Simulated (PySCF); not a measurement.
# ZnS under other conditions

Aim: change spin, charge, geometry, field or solvent of ZnS, one at a time, and compare with the base run.

Computed with PySCF 2.14.0. Level: method and basis as typed in the scripts.

2 further runs of the same task are left out: 2 that didn't finish.

**1. Where the work starts**

ZnS: 2 atoms, charge 0, spin multiplicity 1.

Bond lengths: Zn1–S2 2.023 Å.

**2. Base script**

Input file input.py:

```python
from pyscf import gto, scf, mp

mol = gto.M(
    atom='Zn 0 0 0; S 0 0 2.023',
    basis='pcseg-1',
    charge=0,
    spin=0,
    verbose=3,
)
mf = scf.RHF(mol)
mf.kernel()
mp.MP2(mf, frozen=10).kernel()
mf.dip_moment()
print('orbital energies (hartree):', mf.mo_energy[..., max(0, mol.nelec[1]-3):mol.nelec[0]+3].round(4))
```

The run is started by

```
$ OMP_NUM_THREADS=1 python input.py
```

Its log is not repeated here.

Base result: E(SCF) = -2175.022360 Eh, E(MP2) − E(SCF) = -0.42815 Eh, μ = 7.99 D (of the SCF density).

The bond length is a typed value, not an optimised one.

**3. Electric field 0.2 a.u.**

Edit 1 changes electric field: none → 0.2 a.u.

Input file input.py:

```python
from pyscf import gto, scf, mp

mol = gto.M(
    atom='Zn 0 0 0; S 0 0 2.023',
    basis='pcseg-1',
    charge=0,
    spin=0,
    verbose=3,
)
mf = scf.RHF(mol)
field = 0.2  # electric field along z, atomic units
h = mf.get_hcore() + field*mol.intor('int1e_r')[2]
mf.get_hcore = lambda *args: h
e_nuc = mol.energy_nuc() - field*mol.atom_charges() @ mol.atom_coords()[:, 2]
mf.energy_nuc = lambda *args: e_nuc
mf.kernel()
mp.MP2(mf, frozen=10).kernel()
mf.dip_moment()
print('orbital energies (hartree):', mf.mo_energy[..., max(0, mol.nelec[1]-3):mol.nelec[0]+3].round(4))
```

The run is started by

```
$ OMP_NUM_THREADS=1 python input.py
```

**4. PCM, ε = 4.71**

Edit 2 changes solvent: none (gas phase) → PCM, ε = 4.71; step after the SCF: mp2 → analyze.

Input file input.py:

```python
from pyscf import gto, scf, solvent

mol = gto.M(
    atom='Zn 0 0 0; S 0 0 2.023',
    basis='pcseg-1',
    charge=0,
    spin=0,
    verbose=3,
)
mf = scf.RHF(mol)
mf = solvent.PCM(mf)
mf.with_solvent.eps = 4.71
mf.kernel()
mf.analyze()
print('orbital energies (hartree):', mf.mo_energy[..., max(0, mol.nelec[1]-3):mol.nelec[0]+3].round(4))
```

**5. Bond 3.035 Å**

Edit 3 changes bond length: 2.023 Å → 3.035 Å.

input.py: that of step 2 with these lines changed.

```diff
@@ -3,3 +3,3 @@
 mol = gto.M(
-    atom='Zn 0 0 0; S 0 0 2.023',
+    atom='Zn 0 0 0; S 0 0 3.035',
     basis='pcseg-1',
```

**6. Bond 2.529 Å**

Edit 4 changes bond length: 2.023 Å → 2.529 Å.

input.py: that of step 2 with these lines changed.

```diff
@@ -3,3 +3,3 @@
 mol = gto.M(
-    atom='Zn 0 0 0; S 0 0 2.023',
+    atom='Zn 0 0 0; S 0 0 2.529',
     basis='pcseg-1',
```

**7. PCM, ε = 20.5**

Edit 5 changes solvent: none (gas phase) → PCM, ε = 20.5; step after the SCF: mp2 → analyze.

Input file input.py:

```python
from pyscf import gto, scf, solvent

mol = gto.M(
    atom='Zn 0 0 0; S 0 0 2.023',
    basis='pcseg-1',
    charge=0,
    spin=0,
    verbose=3,
)
mf = scf.RHF(mol)
mf = solvent.PCM(mf)
mf.with_solvent.eps = 20.5
mf.kernel()
mf.analyze()
print('orbital energies (hartree):', mf.mo_energy[..., max(0, mol.nelec[1]-3):mol.nelec[0]+3].round(4))
```

**8. PCM, ε = 2.27**

Edit 6 changes solvent: none (gas phase) → PCM, ε = 2.27; step after the SCF: mp2 → analyze.

Input file input.py:

```python
from pyscf import gto, scf, solvent

mol = gto.M(
    atom='Zn 0 0 0; S 0 0 2.023',
    basis='pcseg-1',
    charge=0,
    spin=0,
    verbose=3,
)
mf = scf.RHF(mol)
mf = solvent.PCM(mf)
mf.with_solvent.eps = 2.27
mf.kernel()
mf.analyze()
print('orbital energies (hartree):', mf.mo_energy[..., max(0, mol.nelec[1]-3):mol.nelec[0]+3].round(4))
```

Q: Predict the outcome of this session. Wanted: for each run, E(SCF); from base; gap; SCF dipole; after the SCF.

As calculated:

```
                                  run  E(SCF) (hartree)  from base (eV)  gap (eV)  SCF dipole (D)                            after the SCF
                                 base      -2175.022360               0      7.49            7.99  MP2 correlation -11.651 eV, core frozen
electric field 0.2 a.u. (poor choice)      -2175.898062  not comparable      7.20           23.76  MP2 correlation -12.206 eV, core frozen
                        PCM, ε = 4.71      -2175.093338         -1.9314      8.99           12.93                                      n/a
                         bond 3.035 Å      -2174.973202         +1.3376      7.51            4.60  MP2 correlation -10.758 eV, core frozen
                         bond 2.529 Å      -2175.000775         +0.5873      7.48            7.03  MP2 correlation -11.189 eV, core frozen
                        PCM, ε = 20.5      -2175.115708         -2.5401      9.59           14.04                                      n/a
                        PCM, ε = 2.27      -2175.067031         -1.2156      8.33           11.37                                      n/a
```

Of the runs whose energies can be compared, “PCM, ε = 20.5” moves the SCF energy most (-2.540 eV). A continuum solvent with ε = 4.71 lowers the energy by 1.931 eV. A continuum solvent with ε = 20.5 lowers the energy by 2.540 eV. A continuum solvent with ε = 2.27 lowers the energy by 1.216 eV. Rows marked «poor choice» come from settings spoiled on purpose.
